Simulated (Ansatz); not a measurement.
**CH₅GaOSe: basis-set convergence**

How large a basis does CH₅GaOSe need? Two functionals are run in growing sets.

Computed with Ansatz 0.2.0, Gaussian basis. Level: one geometry, several basis sets.

The runs, in order: PBE0-D4/def2-SVP; ωB97M-V/def2-SVP; PBE0-D4/def2-QZVPP; ωB97M-V/def2-QZVPP; the functionals' def2-TZVPP values are taken from earlier runs.

## 1. The geometry

All runs share one geometry, relaxed beforehand with PBE0-D4 in a triple-zeta def2 set.

SMILES `C[O][GaH][SeH]`, 9 atoms, charge 0, spin multiplicity 1.

Atoms are counted from 1 here; the program's logs count them from 0.

Bond lengths: C1–O2 1.405 Å, C1–H5 1.096 Å, C1–H6 1.095 Å, C1–H7 1.099 Å, O2–Ga3 1.780 Å, Ga3–Se4 2.312 Å, Ga3–H8 1.557 Å, Se4–H9 1.470 Å. Angles: O2–C1–H5 109.9°, O2–C1–H6 109.9°, O2–C1–H7 113.3°, H5–C1–H6 108.0°, H5–C1–H7 107.8°, H6–C1–H7 107.8°, C1–O2–Ga3 123.0°, O2–Ga3–Se4 113.3°, O2–Ga3–H8 120.8°, Se4–Ga3–H8 125.9°, Ga3–Se4–H9 90.5°.

## 2. PBE0-D4 in def2-SVP

Contents of in.yaml:

```yaml
crystal:
  periodic: [false, false, false]
  atoms:
    - {symbol: C, position_ang: [0.174768, 1.571962, 0.144666]}
    - {symbol: O, position_ang: [-0.402390, 0.298086, 0.277090]}
    - {symbol: Ga, position_ang: [0.345824, -1.177660, -0.380471]}
    - {symbol: Se, position_ang: [-0.890191, -3.088103, 0.027904]}
    - {symbol: H, position_ang: [-0.507931, 2.236373, -0.396269]}
    - {symbol: H, position_ang: [0.354533, 2.004228, 1.135060]}
    - {symbol: H, position_ang: [1.131362, 1.561882, -0.395630]}
    - {symbol: H, position_ang: [1.701341, -1.111848, -1.144374]}
    - {symbol: H, position_ang: [-1.907306, -2.294922, 0.732034]}
basis:
  gaussian: {orbitals: def2-SVP}
hamiltonian: {xc: pbe0, dispersion: d4}
output: {orbitals: {seedname: orbitals}}
```

Further steps of the session: ωB97M-V in def2-SVP; PBE0-D4 in def2-QZVPP; ωB97M-V in def2-QZVPP.

Before running them: what should the planned runs give, taken together? Wanted: PBE0-D4: double and triple zeta above quadruple; ωB97M-V: double and triple zeta above quadruple.

As calculated:

```
                                       quantity           value
PBE0-D4: double and triple zeta above quadruple  21.19, 2.75 eV
ωB97M-V: double and triple zeta above quadruple  21.18, 2.66 eV
```

What this shows: For PBE0-D4 the step from double to triple zeta gains 18.44 eV and the next only 2.75 eV. These are total energies; as a rule much of such shifts cancels in differences, which this series doesn't test.
